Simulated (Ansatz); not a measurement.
This script drives the Ansatz DFT code, driven from Python.

The script, `phonons.py`:
```python
# -*- coding: utf-8 -*-
'''Lattice dynamics of Zn in a supercell.'''

from pathlib import Path

import ansatz as az
import numpy as np

XC = 'lda'
OCCUPATIONS = 'Fermi-Dirac'
WIDTH_EV = 0.1
MESH = (12, 12, 12)

crystal = (
    az.Lattice.of([0.0, 1.964776, 1.964776], [1.964776, 0.0, 1.964776], [1.964776, 1.964776, 0.0])
    .atom('Zn', [0.0, 0.0, 0.0])
)
path = [
    ('K', (0.375, 0.375, 0.75)),
    ('G', (0.0, 0.0, 0.0)),
    ('L', (0.5, 0.5, 0.5)),
    ('W', (0.5, 0.25, 0.75)),
    ('X', (0.5, 0.0, 0.5)),
]

# the k mesh has to be a multiple of the supercell
job = (
    crystal.calculation()
    .functional(XC)
    .pseudopotentials('paw')
    .occupations(OCCUPATIONS, width=WIDTH_EV)
    .kpoints(*MESH)
    .phonons('fd', supercell=2, path=[q for _, q in path], intervals=4)
)
out = job.run(threads=1, backend='cpu', runs_dir='runs')
folder = Path(out.output_folder) / 'results'
ph = out.phonons

print('modes at Gamma (1/cm):', np.round(ph.gamma_omega_inv_cm, 1) + 0.0)
print(f'{ph.n_members} displaced supercells, sum-rule residual {ph.asr_residual_pre_ev_ang2:.1e} eV/A^2')
table = np.loadtxt(folder / 'phbands.tsv', comments='#')
n_modes = len(ph.gamma_omega_inv_cm)
omega = table[:, 1 : 1 + n_modes]
for i, (label, _) in enumerate(path):
    print(f'{label:3s}', ' '.join(f'{v:7.1f}' for v in omega[min(i * 4, len(omega) - 1)]))
# a negative number stands for an imaginary frequency
print(f'lowest {omega.min():.1f}, highest {omega.max():.1f} 1/cm on the path;', 'unstable' if omega.min() < -10 else 'no imaginary branch')
```

It is started by `python phonons.py`. Estimate its wall time and peak memory on 1 thread of Arm Neoverse V2 (shared host).

It took about 21 s, with a peak of 0.53 GiB, for 1 run of the engine.

Output of `python phonons.py`:
```text
DeckWarning: basis.ecutwfc = 420 eV, auto-derived from the records' recommended cutoffs: set by Zn (normal level)
modes at Gamma (1/cm): [0. 0. 0.]
1 displaced supercells, sum-rule residual 2.4e-05 eV/A^2
K      70.6   109.3   119.8
G       0.0     0.0     0.0
L      67.8    67.8   159.5
W      85.8   110.6   110.6
X      76.0    76.0   124.6
lowest 0.0, highest 159.5 1/cm on the path; no imaginary branch
```
(Warnings from the package without file and line.)

Reading the output:
- The cell isn't relaxed first, so the values belong to this volume.
- For a metal this mesh is far too coarse, so the numbers only illustrate the procedure.
- This isn't the structure that Zn takes at ambient conditions.
- The structure is taken as given and the supercell is small; imaginary modes can come from an unrelaxed or unstable start. Phonons of metals also depend on mesh and smearing.

(A comment or docstring line of the script was reworded after the run, the code is as it ran; lines on the test bed's own set-up are left out of the output.)
